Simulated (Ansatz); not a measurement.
# Cl2K: the cost of one run

Program: Ansatz 0.2.0, Gaussian basis. Level of theory: RKS PBE-D4/def2-SVP. These are calculated values, not measurements.

Levels: PBE-D4, revPBE-D4, BLYP-D4, r2SCAN-D4, B97M-V, PBE0-D4, B3LYP-D4, HSE06-D4, wB97X-V, wB97M-V, B2PLYP, Hartree-Fock, MP2, CCSD, CCSD(T). The reference is CCSD(T) extrapolated to the basis limit. For elements past Ar these valence bases correlate outer-core shells poorly and lack relativity, so that limit is rough.

Correlated methods freeze the cores. The outer core shell of Li, Na, Mg and K is correlated. B3LYP uses VWN-RPA correlation. B2PLYP carries no dispersion term here.

164 further runs of the same task are left out: 1 that didn't finish, 163 set aside as unsound or not needed.

## 1. Starting geometry

The pair, from a GFN2-xTB docking trial: 3 atoms, charge 1, spin multiplicity 1.

Atoms are counted from 1 here; the program's logs count them from 0.

Bond lengths: K1–Cl2 3.070 Å, K1–Cl3 3.064 Å, Cl2–Cl3 2.005 Å. Angles: Cl2–K1–Cl3 38.2°, K1–Cl2–Cl3 70.8°, K1–Cl3–Cl2 71.1°.

Coordinates:

| atom | x (Å) | y (Å) | z (Å) |
| --- | --- | --- | --- |
| K1 | 0.0019 | 0.0058 | -1.9321 |
| Cl2 | -0.3202 | -0.9533 | 0.9660 |
| Cl3 | 0.3183 | 0.9475 | 0.9661 |

Atoms 1 to 1 are fragment A (K+), the rest fragment B (Cl₂).

## 2. A first relaxation in a small basis

pre/in.yaml

```yaml
crystal:
  periodic: [false, false, false]
  atoms:
    - {symbol: K, position_ang: [0.001900, 0.005800, -1.932100]}
    - {symbol: Cl, position_ang: [-0.320200, -0.953300, 0.966000]}
    - {symbol: Cl, position_ang: [0.318300, 0.947500, 0.966100]}
basis:
  gaussian: {orbitals: def2-SVP}
total_charge: 1
hamiltonian: {xc: pbe, dispersion: d4}
relax: {f_tol: 0.03, max_steps: 250}
```

The run is started by

```console
$ ansatz run in.yaml --threads 2 --pin off --events-out ev --progress --plain --max-ram 5222MiB
```

**Question.** How long does this run take on 2 threads of Arm Neoverse V2, shared host?

About 3.3 s.
